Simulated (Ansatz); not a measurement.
# H3CCl: the cost of one run

Program: Ansatz 0.2.0. Level of theory: DFT PBE+D3(BJ), plane waves, PAW, scalar-relativistic, no spin polarisation. These are calculated values, not measurements.

## (1) Starting point

The cell holds 40 atoms (C8H24Cl8): a = 9.029 Å, b = 9.029 Å, c = 9.029 Å, α = 90.00°, β = 90.00°, γ = 90.00°.

The coordinates stand in the first input below.

## (2) Preparing the start

File input.yaml:

```yaml
accuracy: low
crystal:
  lattice:
    - [9.028715, 0.0, 0.0]
    - [0.0, 9.028715, 0.0]
    - [0.0, 0.0, 9.028715]
  atoms:
    - { symbol: C, position: [0.6245589, 0.2640496, 0.2884868] }
    - { symbol: Cl, position: [0.5434496, 0.1804305, 0.4471711] }
    - { symbol: H, position: [0.6542316, 0.3777863, 0.3151005] }
    - { symbol: H, position: [0.7230691, 0.2018741, 0.2575884] }
    - { symbol: H, position: [0.5446886, 0.2622962, 0.1982513] }
    - { symbol: C, position: [0.9398771, 0.9369208, 0.7915679] }
    - { symbol: Cl, position: [0.9267895, 0.9484848, 0.9876458] }
    - { symbol: H, position: [1.0250267, 0.8566488, 0.7627454] }
    - { symbol: H, position: [0.833423, 0.9018213, 0.7472923] }
    - { symbol: H, position: [0.9689772, 1.0454042, 0.7478721] }
    - { symbol: C, position: [0.8766351, 0.7916753, 0.3620789] }
    - { symbol: Cl, position: [1.0545649, 0.8579625, 0.3101315] }
    - { symbol: H, position: [0.8189667, 0.8781754, 0.4230452] }
    - { symbol: H, position: [0.8149302, 0.7632268, 0.2625401] }
    - { symbol: H, position: [0.8900244, 0.6941398, 0.4315939] }
    - { symbol: C, position: [0.2243375, 0.2067098, 0.9943069] }
    - { symbol: Cl, position: [0.209515, 0.3848341, 0.9118231] }
    - { symbol: H, position: [0.1607027, 0.1279511, 0.9289427] }
    - { symbol: H, position: [0.3403699, 0.1742103, 0.996553] }
    - { symbol: H, position: [0.180769, 0.2118682, 1.1065564] }
    - { symbol: C, position: [0.8235141, 0.4161054, 0.8253419] }
    - { symbol: Cl, position: [0.7818462, 0.5606793, 0.9522818] }
    - { symbol: H, position: [0.7429406, 0.3275486, 0.8391401] }
    - { symbol: H, position: [0.81798, 0.459793, 0.7131565] }
    - { symbol: H, position: [0.9344412, 0.3748592, 0.8481172] }
    - { symbol: C, position: [0.5076461, 0.6022273, 0.6996327] }
    - { symbol: Cl, position: [0.5760169, 0.78536, 0.676408] }
    - { symbol: H, position: [0.4019179, 0.5924552, 0.6426165] }
    - { symbol: H, position: [0.5870817, 0.5246196, 0.6528159] }
    - { symbol: H, position: [0.4932136, 0.580524, 0.8172994] }
    - { symbol: C, position: [0.1875289, 0.5438763, 0.2618175] }
    - { symbol: Cl, position: [0.2272518, 0.4482, 0.4292083] }
    - { symbol: H, position: [0.2772182, 0.6209675, 0.238632] }
    - { symbol: H, position: [0.1778652, 0.4637259, 0.1723339] }
    - { symbol: H, position: [0.0838423, 0.603925, 0.2747802] }
    - { symbol: C, position: [0.5237101, 0.8636449, 0.0246741] }
    - { symbol: Cl, position: [0.497369, 0.8456728, 0.2189283] }
    - { symbol: H, position: [0.4551464, 0.954091, -0.0158638] }
    - { symbol: H, position: [0.6399259, 0.8870656, 0.0029914] }
    - { symbol: H, position: [0.491748, 0.7604831, -0.0288129] }
basis:
  ecutwfc: 420.0
kpoints:
  mp_grid: { grid: [1, 1, 1] }
hamiltonian:
  xc: pbe
  dispersion: d3bj
scf:
  occupations: { method: fermi_dirac, width: 0.05 }
  lower_state_search: "off"
relax:
  f_tol: 0.3
  max_steps: 15
  adjacent_minimum: "off"
```

Run with:

```
> ansatz run input.yaml --threads 1 --pin off --max-ram 3072MiB --backend cpu --events-out ev --progress --plain --runs-dir out
```

Q: Estimate wall time and peak memory on 1 thread of Arm Neoverse V1, shared host.

About 24 s, with a peak of 0.59 GiB.
